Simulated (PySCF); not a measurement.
# YbBr2: other functionals and bases at one geometry

An exercise on one series of results from a longer session: the logs are not shown, and one member is left open.

Program: PySCF 2.14.0. Level of theory: several levels, as the steps say, no spin–orbit coupling. These are calculated values, not measurements.

1 further run of the same task is left out (for a known fault of the program).

**The system as given**

3 atoms, charge 0, spin multiplicity 1.

Bond lengths: Yb1–Br2 2.721 Å, Yb1–Br3 2.721 Å. Angles: Br2–Yb1–Br3 179.4°.

As a file:

```xyz
3
Br2Yb
Yb    0.0000    0.0000    0.2131
Br    2.7210    0.0000    0.2283
Br   -2.7210    0.0000    0.2283
```

Formal oxidation states: Yb +2. Each metal's 14 4f electrons lie in its core potential, so multiplicities, spins and levels count the valence alone. An earlier session relaxed this geometry at PBE0, Yb lcecp-0-SVP with ECP60, Br def2-SVP (singlet, point group D∞h).

At PBE0 on the finer grid: E = -5180.240143 Eh, frontier levels not given, since the 4f levels lie in the core, Mulliken charge on Yb1 +0.81 e, largest force component 0.005 eV/Å. 

Levels to run: PBE; TPSS; PBE0, TZVP. Hardware: 2 threads of Arm Neoverse V1, shared host.

The first run:

run.py (the lines that set the calculation)

```python
mol = gto.M(atom='''
Yb     0.00000     0.00000     0.21311
Br     2.72101     0.00000     0.22827
Br    -2.72101     0.00000     0.22827''',
    basis={'Yb': 'lcecp-0-SVP', 'Br': 'def2-SVP'},
    ecp={'Yb': 'lcecp-0-SVP'},
    charge=0, spin=0)
mf = dft.RKS(mol, xc='PBE')
mf.grids.atom_grid = (75, 302)  # f atoms: unpruned, at least (60, 302)
mf = mf.density_fit()  # fitting sets: Yb AutoAux, Br def2-universal-JKFIT
mf.conv_tol = 1e-08; mf.max_cycle = 55
mf.kernel(dm0)  # dm0: the density of the relaxed state
```

The run is started by

```console
$ OMP_NUM_THREADS=2 python run.py
```

Among the steps run: PBE; TPSS; PBE0, TZVP.

One table of the session follows, with a row left open; its other results are not shown here.

| level | charge on Yb1 (e) | largest force component (eV/Å) |
| --- | --- | --- |
| PBE0 (relaxed here) | 0.81 | 0.00 |
| PBE | 0.68 | 0.07 |
| TPSS | ? | ? |
| PBE0, TZVP | 1.17 | 0.01 |

Q: Estimate the row for TPSS from the others.

The run gave: charge on Yb1 (e): 0.77; largest force component (eV/Å): 0.10. In the column «charge on Yb1 (e)» it lies between PBE (0.68) and PBE0 (relaxed here) (0.81).

The largest leftover force, 0.10 eV/Å with TPSS, stands at a geometry relaxed at another level. With 4f in the core, its levels are missing from HOMO and gap, and its count is fixed, so no charge can pass from the ligands into it. Total energies of different levels can't be compared.
